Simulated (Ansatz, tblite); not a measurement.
# Cyclo-(H2SnS)2 (Sn₂H₄S₂): charged states by level of theory

An exercise on one series of results from a longer session: the logs are not shown, and one member is left open.

The runs use Ansatz 0.2.0, Gaussian basis; as each input shows.

Plan: charge +1 doublet, at the geometry of the singlet (PBE0-D4/def2-TZVP, PBE-D4/def2-TZVP, r2SCAN-D4/def2-TZVP, LC-ωPBE(0.10)/def2-TZVP, LC-ωPBE(0.15)/def2-TZVP, LC-ωPBE(0.20)/def2-TZVP, LC-ωPBE(0.30)/def2-TZVP, CCSD(T)/def2-SVP); charge +1 doublet, relaxed (PBE0-D4/def2-TZVP, PBE-D4/def2-TZVP); the starting singlet's energies come from earlier runs.

**The relaxed structure**

The singlet was relaxed beforehand with PBE-D4/def2-SVP.

8 atoms, charge 0, spin multiplicity 1.

Atoms are counted from 1 here; the program's logs count them from 0.

Bond lengths: Sn1–H2 1.731 Å, Sn1–H3 1.731 Å, Sn1–S4 2.464 Å, Sn1–S8 2.464 Å, S4–Sn5 2.464 Å, Sn5–H6 1.731 Å, Sn5–H7 1.731 Å, Sn5–S8 2.464 Å. Angles: H2–Sn1–H3 112.2°, H2–Sn1–S4 111.9°, H2–Sn1–S8 111.9°, H3–Sn1–S4 111.9°, H3–Sn1–S8 111.9°, S4–Sn1–S8 96.2°, Sn1–S4–Sn5 83.8°, S4–Sn5–H6 111.9°, S4–Sn5–H7 111.9°, S4–Sn5–S8 96.2°, H6–Sn5–H7 112.2°, H6–Sn5–S8 111.9°, H7–Sn5–S8 111.9°, Sn1–S8–Sn5 83.8°.

Sn takes a core potential in the def2 sets. No spin-orbit coupling is included.

Set-up of the first run:

File in.yaml:

```yaml
crystal:
  periodic: [false, false, false]
  atoms:
    - {symbol: Sn, position_ang: [-1.139773, -0.111874, 1.180677]}
    - {symbol: H, position_ang: [-1.150836, -1.337886, 2.402851]}
    - {symbol: H, position_ang: [-2.468910, 0.985257, 1.344105]}
    - {symbol: S, position_ang: [1.019618, 1.070248, 1.085710]}
    - {symbol: Sn, position_ang: [1.139926, 0.111628, -1.180573]}
    - {symbol: H, position_ang: [1.146595, 1.339738, -2.400696]}
    - {symbol: H, position_ang: [2.470706, -0.982844, -1.348172]}
    - {symbol: S, position_ang: [-1.017325, -1.074256, -1.083892]}
basis:
  gaussian: {orbitals: def2-SVP}
total_charge: 1
magnetization: {spin_polarized: true, initial_magnetization: 1}
hamiltonian: {xc: pbe0, dispersion: d4}
output: {orbitals: {seedname: orbitals}}
```

Run with:

```sh
ansatz run in.yaml --threads 4 --pin off --events-out ev --progress --plain --max-ram 3916MiB
```

Among the steps run: Charge +1 doublet at the fixed geometry, first pass, PBE0-D4/def2-SVP; Charge +1 doublet at the fixed geometry, PBE0-D4/def2-TZVP; Charge +1 doublet at the fixed geometry, PBE-D4/def2-TZVP; Charge +1 doublet at the fixed geometry, r2SCAN-D4/def2-TZVP; Charge +1 doublet at the fixed geometry, LC-ωPBE(0.10)/def2-TZVP; Charge +1 doublet at the fixed geometry, LC-ωPBE(0.15)/def2-TZVP; Charge +1 doublet at the fixed geometry, LC-ωPBE(0.20)/def2-TZVP; Charge +1 doublet at the fixed geometry, LC-ωPBE(0.30)/def2-TZVP; Charge +1 doublet at the fixed geometry, CCSD(T)/def2-SVP.

One of the session's tables, all rows but one given; the rest of the session is left out.

It belongs to the step «Vertical ionisation energy». 

```
             method  vertical ionisation energy (eV)
        HF/def2-SVP                                ?
   PBE-D4/def2-TZVP                             8.56
r2SCAN-D4/def2-TZVP                             8.75
  PBE0-D4/def2-TZVP                             8.98
       MP2/def2-SVP                             8.97
      CCSD/def2-SVP                             8.80
   CCSD(T)/def2-SVP                             8.82
```

Q: Estimate the row for HF/def2-SVP from the others.

As computed: vertical ionisation energy (eV): 8.20. In the column «vertical ionisation energy (eV)» it is the lowest.
